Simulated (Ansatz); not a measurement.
# La3N4: the cost of one run

Program: Ansatz 0.2.0. Level of theory: DFT PBE, scalar-relativistic, plane waves, PAW. These are calculated values, not measurements.

### Step 1. The structure to begin with

Symmetry: P-43m, No. 215, cubic system. Conventional cell: a = 5.225 Å, b = 5.225 Å, c = 5.225 Å, α = 90.00°, β = 90.00°, γ = 90.00°. La (site symmetry -42m) has 4 N at 2.36 Å as nearest neighbours. N (site symmetry 3m) is surrounded by 3 La at 2.36 Å.

As a file:

```cif
data_structure
_symmetry_space_group_name_H-M 'P 1'
_symmetry_Int_Tables_number 1
_cell_length_a 5.2250
_cell_length_b 5.2250
_cell_length_c 5.2250
_cell_angle_alpha 90.000
_cell_angle_beta 90.000
_cell_angle_gamma 90.000
_cell_volume 142.65
loop_
_atom_site_label
_atom_site_type_symbol
_atom_site_fract_x
_atom_site_fract_y
_atom_site_fract_z
_atom_site_occupancy
La1 La 0.00000 0.00000 0.50000 1
La2 La 0.50000 0.00000 0.00000 1
La3 La 0.00000 0.50000 0.00000 1
N1 N 0.72069 0.72069 0.72069 1
N2 N 0.27931 0.27931 0.72069 1
N3 N 0.27931 0.72069 0.27931 1
N4 N 0.72069 0.27931 0.27931 1
```

Recipe of the guess: species swapped into a database cell of Ge3As4 (P-43m, No. 215), with La on the Ge sites and N on the As sites. Its size is a rough estimate.

### Step 2. Probe: one point on a coarse mesh

input.yaml

```yaml
crystal:
  lattice:
    - [5.22504183, 0.0, 0.0]
    - [0.0, 5.22504183, 0.0]
    - [0.0, 0.0, 5.22504183]
  atoms:
    - { symbol: La, position: [0.0, 0.0, 0.5] }
    - { symbol: La, position: [0.5, 0.0, 0.0] }
    - { symbol: La, position: [0.0, 0.5, 0.0] }
    - { symbol: "N", position: [0.72068733, 0.72068733, 0.72068733] }
    - { symbol: "N", position: [0.27931267, 0.27931267, 0.72068733] }
    - { symbol: "N", position: [0.27931267, 0.72068733, 0.27931267] }
    - { symbol: "N", position: [0.72068733, 0.27931267, 0.27931267] }
basis:
  ecutwfc: 420
kpoints:
  mp_grid: { grid: [4, 4, 4] }
hamiltonian:
  xc: pbe
scf:
  occupations: { method: gaussian, width: 0.1 }
  lower_state_search: "off"
output:
  forces: true
  stress: true
  eigenvalues: true
```

The run is started by

```
> ansatz run input.yaml --threads 1 --pin off --max-ram 2048MiB --backend cpu --events-out ev --progress --plain --runs-dir out
```

What time and memory should one allow on 1 thread of Arm Neoverse V2, shared host?

About 4.2 s, with a peak of 0.33 GiB.
